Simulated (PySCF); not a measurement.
# C3Si2: the cost of one run

Computed with PySCF 2.14.0, with density-fitted response routines of our own, on a single molecule in the gas phase. Atoms count from 0, in the outputs and in this text.

## (1) The starting structure

5 atoms, charge 0, multiplicity 1; geometry from: GFN2-xTB.

Bonds of the start (Å): Si0–C1 1.74, C1–C2 1.28, C2–C3 1.28, C3–Si4 1.74.

## (2) Relaxing the molecule at PBE0-D3(BJ)/def2-TZVP

What the job is given:

```
{"job": {"xc": "PBE0", "basis": "def2-TZVP", "d3": "d3bj", "grid": 2, "kind": "geom"}, "charge": 0, "multiplicity": 1}
Si     0.000000     0.000000    -3.019570
C      0.000000     0.000000    -1.278080
C      0.000000     0.000000    -0.000010
C      0.000000     0.000000     1.278090
Si     0.000000     0.000000     3.019570
```

**Question.** How long does this first job take on 4 threads of Intel Xeon at 2.70GHz, shared host?

About 28 s.
